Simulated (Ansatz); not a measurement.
**C2HClF4: small, medium and large basis sets**

The task here is to estimate one member of a computed series from the others.

Program: Ansatz 0.2.0, Gaussian basis. Level of theory: one geometry, several basis sets. These are calculated values, not measurements.

Plan: PBE0-D4/def2-SVP; ωB97M-V/def2-SVP; PBE0-D4/def2-QZVPP; ωB97M-V/def2-QZVPP; the functionals' def2-TZVPP values are taken from earlier runs.

## The geometry

The geometry comes from an earlier relaxation with PBE0-D4 in a triple-zeta def2 set; it is a stationary point, not always the lowest conformer.

SMILES `FC(Cl)C(F)(F)F`, 8 atoms, charge 0, spin multiplicity 1.

Atoms are counted from 1 here; the program's logs count them from 0.

Bond lengths: F1–C2 1.349 Å, C2–Cl3 1.755 Å, C2–C4 1.533 Å, C2–H8 1.091 Å, C4–F5 1.330 Å, C4–F6 1.325 Å, C4–F7 1.334 Å. Angles: F1–C2–Cl3 110.5°, F1–C2–C4 108.4°, F1–C2–H8 109.6°, Cl3–C2–C4 110.7°, Cl3–C2–H8 108.4°, C4–C2–H8 109.2°, C2–C4–F5 110.2°, C2–C4–F6 112.1°, C2–C4–F7 108.9°, F5–C4–F6 109.0°, F5–C4–F7 108.2°, F6–C4–F7 108.4°.

The first run:

in.yaml reads:

```yaml
crystal:
  periodic: [false, false, false]
  atoms:
    - {symbol: F, position_ang: [-1.009432, -0.997047, 1.034565]}
    - {symbol: C, position_ang: [-0.026790, -0.752368, 0.143727]}
    - {symbol: Cl, position_ang: [1.533195, -1.197884, 0.812517]}
    - {symbol: C, position_ang: [-0.058404, 0.737749, -0.214883]}
    - {symbol: F, position_ang: [0.860840, 1.007744, -1.137287]}
    - {symbol: F, position_ang: [0.151844, 1.508568, 0.841527]}
    - {symbol: F, position_ang: [-1.255943, 1.034798, -0.720970]}
    - {symbol: H, position_ang: [-0.195312, -1.341548, -0.759186]}
basis:
  gaussian: {orbitals: def2-SVP}
hamiltonian: {xc: pbe0, dispersion: d4}
output: {orbitals: {seedname: orbitals}}
```

Launch:

```
$ ansatz run in.yaml --threads 4 --pin off --events-out ev --progress --plain --max-ram 10444MiB
```

Among the steps run: PBE0-D4 in def2-SVP; ωB97M-V in def2-SVP; PBE0-D4 in def2-QZVPP; ωB97M-V in def2-QZVPP.

One of the session's tables, all rows but one given; the rest of the session is left out.

It belongs to the step «Functionals by basis». 

```
functional       basis  HOMO (eV)  LUMO (eV)
   PBE0-D4    def2-SVP      -9.32       0.73
   PBE0-D4  def2-TZVPP          ?          ?
   PBE0-D4  def2-QZVPP      -9.52      -0.07
   ωB97M-V    def2-SVP     -11.61       3.06
   ωB97M-V  def2-TZVPP     -11.81       2.35
   ωB97M-V  def2-QZVPP     -11.87       1.79
```

Q: Estimate the row for PBE0-D4, def2-TZVPP from the others.

As computed: HOMO (eV): -9.48; LUMO (eV): 0.16. In the column «HOMO (eV)» it lies between PBE0-D4, def2-QZVPP (-9.52) and PBE0-D4, def2-SVP (-9.32).
